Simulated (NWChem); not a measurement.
# A workflow on the pair PH3···SiH2SO

We compute the energy (singlet SiPH5SO, B97-D/6-31+G*), then the energy (singlet PH3, B97-D/6-31+G*), then the energy (singlet SiH2SO, B97-D/6-31+G*), then the energy (singlet PH3, B97-D/6-31+G*), then a single-point energy (singlet SiH2SO, B97-D/6-31+G*) of H5OPSSi and its partners. 

Program for the calculation: NWChem 7.3.0.

## (1) The structure to begin with

The species is SiPH5SO (9 atoms), meant as a singlet with charge 0. The two molecules were placed rigidly side by side, at 0.8 times their contact distance; the pair isn't optimised.

Bond lengths: O5–Si6 1.646 Å, Si6–S7 2.176 Å, P1–H2 1.420 Å, P1–H3 1.420 Å, P1–H4 1.420 Å, O5–H8 0.960 Å, S7–H9 1.346 Å. Angles: O5–Si6–S7 104.3°, Si6–O5–H8 123.1°, Si6–S7–H9 99.8°, H2–P1–H3 93.1°, H2–P1–H4 93.1°, H3–P1–H4 93.1°.

## (2) A single-point energy at B97-D/6-31+G(d) (spherical functions) (run 1)

Input file nw.nw:

```
start nw
memory 2200 mb

geometry units atomic noautosym nocenter noautoz
   P    0.65380744  -0.61699558  -0.62893865
   H    1.19219042  -0.06425069   1.94071094
   H   -1.90015741  -1.25288842  -0.10813013
   H    0.05419735   1.93413469  -1.20360436
   O    2.38972876   2.77525179   4.69604501
   Si   1.76439949   4.14670162   7.41738291
   S    4.23498963   7.43302984   7.48779410
   H    3.60913123   3.42201055   3.51768739
   H    5.39902313   7.14798355   5.24436794
end

basis spherical bse
   P library 6-31+G*
   H library 6-31+G*
   O library 6-31+G*
   Si library 6-31+G*
   S library 6-31+G*
end

dft
   xc becke97-d
   grid fine
   convergence energy 1e-08
   maxiter 100
   mulliken
   print low
end

task dft energy
```

Command:

```bash
$ nwchem nw.nw > nw.out
```

The log of the run, cut to the lines that bear on the results:

```text
[...]
 d= 0,ls=0.0,diis     1  -1107.1094685284 -1.34D+03  1.61D-02  6.22D-01     2.5
[...]
 d= 0,ls=0.0,diis    11  -1107.1904638208 -2.55D-09  6.83D-07  1.78D-09    20.8
         Total DFT energy =    -1107.190463820757
      One electron energy =    -1988.590281141459
           Coulomb energy =      731.554519360638
    Exchange-Corr. energy =      -80.283585988352
 Nuclear repulsion energy =      230.135685176703
    Dispersion correction =       -0.006801228287
[...]
      Total Density - Mulliken Population Analysis
     ---------------------------------------------
    Atom       Charge   Shell Charges
 -----------   ------   -------------------------------------------------------
    1 P   15    15.14   2.00  2.00  5.97  1.24  2.46  0.56  0.73 -0.01  0.10  0.09
    2 H    1     0.92   0.51  0.41
    3 H    1     0.96   0.51  0.45
    4 H    1     0.97   0.52  0.46
    5 O    8     8.63   2.00  0.91  2.94  0.96  1.76 -0.19  0.22  0.02
    6 Si  14    13.76   2.00  2.00  5.96  1.20  1.32  0.88  0.07  0.13  0.03  0.16
    7 S   16    16.20   2.00  2.00  5.97  1.38  3.11  0.53  1.22 -0.08  0.03  0.04
    8 H    1     0.52   0.48  0.04
    9 H    1     0.90   0.51  0.39
[...]
```

Run time: 22 s. Hardware: 1 thread of Intel Xeon Platinum 8488C (Sapphire Rapids), shared host; peak memory 0.12 GiB.

## (3) PH3: the energy at B97-D/6-31+G(d) (spherical functions) (run 2)

Input file h3p.nw:

```
START h3p
TITLE "H3P B97-D"
memory 2200 mb
charge 0
GEOMETRY units au noautosym nocenter noautoz
   P   0.65380744 -0.61699558 -0.62893865
   H   1.19219042 -0.06425069  1.94071094
   H  -1.90015741 -1.25288842 -0.10813013
   H   0.05419735  1.93413469 -1.20360436
END
BASIS spherical bse
   * library 6-31+G*
END
DFT
   xc becke97-d
   grid fine
   convergence energy 1e-08
   maxiter 100
   mulliken
   print low
END
TASK dft energy
```

Command:

```bash
$ nwchem h3p.nw > h3p.out
```

The log of the run, cut to the lines that bear on the results:

```text
[...]
 d= 0,ls=0.0,diis     1   -343.1102806369 -3.61D+02  1.35D-02  8.57D-02     0.3
[...]
 d= 0,ls=0.0,diis     7   -343.1241615142 -9.12D-10  4.52D-08  5.29D-13     1.7
         Total DFT energy =     -343.124161514212
      One electron energy =     -508.602886241085
           Coulomb energy =      172.284000592346
    Exchange-Corr. energy =      -24.346206277891
 Nuclear repulsion energy =       17.542621853357
    Dispersion correction =       -0.001691440939
[...]
      Total Density - Mulliken Population Analysis
     ---------------------------------------------
    Atom       Charge   Shell Charges
 -----------   ------   -------------------------------------------------------
    1 P   15    15.12   2.00  2.00  5.97  1.25  2.44  0.55  0.72 -0.01  0.10  0.09
    2 H    1     0.96   0.51  0.45
    3 H    1     0.96   0.51  0.45
    4 H    1     0.96   0.51  0.45
[...]
```

It took 2.2 s on 1 thread of Intel Xeon Platinum 8488C (Sapphire Rapids), shared host; peak memory 0.11 GiB.

## (4) SiH2SO: a single-point energy at B97-D/6-31+G(d) (spherical functions) (run 3)

Input file test.nw:

```
start test
title "H2OSSi energy"
memory total 2200 mb
charge 0

geometry units atomic noautosym nocenter noautoz
   O      2.38972876     2.77525179     4.69604501
   Si     1.76439949     4.14670162     7.41738291
   S      4.23498963     7.43302984     7.48779410
   H      3.60913123     3.42201055     3.51768739
   H      5.39902313     7.14798355     5.24436794
end

basis spherical bse
   O library 6-31+G*
   Si library 6-31+G*
   S library 6-31+G*
   H library 6-31+G*
end

dft
   xc becke97-d
   grid fine
   convergence energy 1e-08
   maxiter 100
   mulliken
   noprint "final vectors analysis"
end

task dft energy
```

Command:

```bash
$ nwchem test.nw > test.out
```

The log of the run, cut to the lines that bear on the results:

```text
[...]
          Wavefunction type:  closed shell.
          No. of atoms     :     5
          No. of electrons :    40
[...]
          Charge           :     0
          Spin multiplicity:     1
[...]
          AO basis - number of functions:    66
[...]
              XC Information
              --------------
                   Becke 97-D Method XC Functional
                  Becke 1997-D Exchange Functional  1.000
                Becke 1997-D Correlation Potential  1.000
[...]
 d= 0,ls=0.0,diis     1   -763.9974661518 -8.98D+02  2.14D-02  5.53D-01     1.2
[...]
 d= 0,ls=0.0,diis    11   -764.0673773042 -8.57D-10  8.12D-07  1.18D-09     9.1
         Total DFT energy =     -764.067377304223
      One electron energy =    -1322.745154411062
           Coulomb energy =      480.678512292793
    Exchange-Corr. energy =      -55.929508491059
 Nuclear repulsion energy =      133.931478885700
    Dispersion correction =       -0.002705580596
[...]
      Total Density - Mulliken Population Analysis
     ---------------------------------------------
    Atom       Charge   Shell Charges
 -----------   ------   -------------------------------------------------------
    1 O    8     8.62   2.00  0.91  2.94  0.96  1.76 -0.16  0.19  0.02
    2 Si  14    13.75   2.00  2.00  5.96  1.20  1.32  0.84  0.10  0.15  0.02  0.16
    3 S   16    16.20   2.00  2.00  5.97  1.38  3.11  0.53  1.23 -0.08  0.03  0.04
    4 H    1     0.53   0.48  0.05
    5 H    1     0.90   0.51  0.39
[...]
```

It took 9.9 s on 1 thread of Intel Xeon Platinum 8488C (Sapphire Rapids), shared host; peak memory 0.11 GiB.

## (5) PH3 among ghost functions: a single-point energy at B97-D/6-31+G(d) (spherical functions, with ghost functions) (run 4)

Input file h3p.nw:

```
start h3p
title "H3P"
memory 2200 mb

geometry noautosym nocenter noautoz
P      0.345980    -0.326500    -0.332820
H      0.630880    -0.034000     1.026980
H     -1.005520    -0.663000    -0.057220
H      0.028680     1.023500    -0.636920
bqO      1.264590     1.468600     2.485040
bqSi     0.933680     2.194340     3.925110
bqS      2.241060     3.933390     3.962370
bqH      1.909870     1.810850     1.861480
bqH      2.857040     3.782550     2.775200
end

basis "ao basis" spherical bse
P library 6-31+G*
H library 6-31+G*
bqO library O 6-31+G*
bqSi library Si 6-31+G*
bqS library S 6-31+G*
bqH library H 6-31+G*
end

dft
xc becke97-d
grid fine
convergence energy 1e-08
maxiter 100
mulliken
print low
end

task dft energy
```

Command:

```bash
$ nwchem h3p.nw > h3p.out
```

The log of the run, cut to the lines that bear on the results:

```text
[...]
 d= 0,ls=0.0,diis     1   -343.1106141522 -3.61D+02  4.18D-03  8.64D-02     1.9
[...]
 d= 0,ls=0.0,diis     7   -343.1244205055 -9.23D-10  8.92D-08  1.12D-11    11.9
         Total DFT energy =     -343.124420505482
      One electron energy =     -508.603652155283
           Coulomb energy =      172.284038771513
    Exchange-Corr. energy =      -24.345738793238
 Nuclear repulsion energy =       17.542623112300
    Dispersion correction =       -0.001691440774
[...]
      Total Density - Mulliken Population Analysis
     ---------------------------------------------
    Atom       Charge   Shell Charges
 -----------   ------   -------------------------------------------------------
    1 P   15    15.10   2.00  2.00  5.97  1.25  2.44  0.55  0.71 -0.01  0.10  0.09
    2 H    1     0.97   0.51  0.45
    3 H    1     0.96   0.51  0.45
    4 H    1     0.96   0.51  0.45
    5 X    0     0.01   0.00  0.00  0.00 -0.00 -0.00  0.00  0.01 -0.00
    6 X    0     0.00   0.00  0.00 -0.00  0.00 -0.00 -0.00 -0.00  0.00  0.00 -0.00
    7 X    0    -0.00  -0.00 -0.00 -0.00 -0.00 -0.00  0.00  0.00 -0.00 -0.00 -0.00
    8 X    0    -0.00   0.00 -0.00
    9 X    0     0.00  -0.00  0.00
[...]
```

Run time: 13 s. Hardware: 1 thread of Intel Xeon Platinum 8488C (Sapphire Rapids), shared host; peak memory 0.12 GiB.

## (6) SiH2SO among ghost functions: the energy at B97-D/6-31+G(d) (spherical functions, with ghost functions) (run 5)

Input file mymol.nw:

```
echo
start mymol
memory 2200 mb
charge 0

geometry units angstroms noautosym nocenter noautoz
  O      1.264590     1.468600     2.485040
  Si     0.933680     2.194340     3.925110
  S      2.241060     3.933390     3.962370
  H      1.909870     1.810850     1.861480
  H      2.857040     3.782550     2.775200
  bqP      0.345980    -0.326500    -0.332820
  bqH      0.630880    -0.034000     1.026980
  bqH     -1.005520    -0.663000    -0.057220
  bqH      0.028680     1.023500    -0.636920
end

basis spherical bse
  O library 6-31+G*
  Si library 6-31+G*
  S library 6-31+G*
  H library 6-31+G*
  bqP library P 6-31+G*
  bqH library H 6-31+G*
end

dft
  xc becke97-d
  mult 1
  grid fine
  convergence energy 1e-08
  iterations 100
  mulliken
  noprint "final vectors analysis"
end

task dft
```

Command:

```bash
$ nwchem mymol.nw > mymol.out
```

The log of the run, cut to the lines that bear on the results:

```text
[...]
          Wavefunction type:  closed shell.
          No. of atoms     :     9
          No. of electrons :    40
[...]
          Charge           :     0
          Spin multiplicity:     1
[...]
          AO basis - number of functions:    94
[...]
              XC Information
              --------------
                   Becke 97-D Method XC Functional
                  Becke 1997-D Exchange Functional  1.000
                Becke 1997-D Correlation Potential  1.000
[...]
 d= 0,ls=0.0,diis     1   -763.9980758936 -8.98D+02  1.58D-02  5.53D-01     2.3
[...]
 d= 0,ls=0.0,diis    11   -764.0679650698 -9.10D-10  6.00D-07  1.22D-09    20.6
         Total DFT energy =     -764.067965069801
      One electron energy =    -1322.750815800011
           Coulomb energy =      480.682987834688
    Exchange-Corr. energy =      -55.928919979286
 Nuclear repulsion energy =      133.931488455359
    Dispersion correction =       -0.002705580553
[...]
      Total Density - Mulliken Population Analysis
     ---------------------------------------------
    Atom       Charge   Shell Charges
 -----------   ------   -------------------------------------------------------
    1 O    8     8.63   2.00  0.91  2.94  0.96  1.76 -0.18  0.22  0.02
    2 Si  14    13.75   2.00  2.00  5.96  1.20  1.32  0.87  0.07  0.14  0.03  0.16
    3 S   16    16.21   2.00  2.00  5.97  1.38  3.11  0.53  1.23 -0.08  0.03  0.04
    4 H    1     0.53   0.48  0.05
    5 H    1     0.90   0.51  0.39
    6 X    0     0.01  -0.00 -0.00 -0.00 -0.00  0.00  0.00  0.00  0.00  0.00  0.00
    7 X    0    -0.02   0.00 -0.02
    8 X    0    -0.00   0.00 -0.00
    9 X    0    -0.00  -0.00 -0.00
[...]
```

Wall time 21 s (1 thread of Intel Xeon Platinum 8488C (Sapphire Rapids), shared host); peak memory 0.12 GiB.

## (7) Results

```
                                                                                                                 quantity           value
                                                                                       run 1, B97-D/6-31+G*: total energy  -1107.19046 Eh
                                                                                  run 1, B97-D/6-31+G*: dispersion energy   -17.86 kJ/mol
                                                                                                        PH3: total energy   -343.12416 Eh
                                                                                                   PH3: dispersion energy    -4.44 kJ/mol
                                                                                                     SiH2SO: total energy   -764.06738 Eh
                                                                                                    SiH2SO: dipole moment          2.11 D
                                                                                                SiH2SO: dispersion energy    -7.10 kJ/mol
                                                                                  PH3 among ghost functions: total energy   -343.12442 Eh
                                                                             PH3 among ghost functions: dispersion energy    -4.44 kJ/mol
                                                                               SiH2SO among ghost functions: total energy   -764.06797 Eh
                                                                              SiH2SO among ghost functions: dipole moment          2.09 D
                                                                          SiH2SO among ghost functions: dispersion energy    -7.10 kJ/mol
              interaction energy of the rigid parts PH3 and SiH2SO (parts in their own basis; closest atoms 2.19 Å apart)        0.029 eV
interaction energy of the rigid parts PH3 and SiH2SO (parts in the whole basis, counterpoise; closest atoms 2.19 Å apart)        0.052 eV
```

In words: The interaction energy of the rigid parts PH3 and SiH2SO (parts in their own basis; closest atoms 2.19 Å apart) is 0.03 eV (0.7 kcal/mol): the parts repel at this shape. Without counterpoise this holds the superposition error of the basis. The interaction energy of the rigid parts PH3 and SiH2SO (parts in the whole basis, counterpoise; closest atoms 2.19 Å apart) is 0.05 eV (1.2 kcal/mol): the parts repel at this shape. The basis-set superposition error is 2.2 kJ/mol. Mulliken charges (PH3) run from -0.12 on P1 to +0.04 on H2; in a basis this large or diffuse they mean little. Mulliken charges (SiH2SO) run from -0.62 on O1 to +0.47 on H4; in a basis this large or diffuse they mean little.
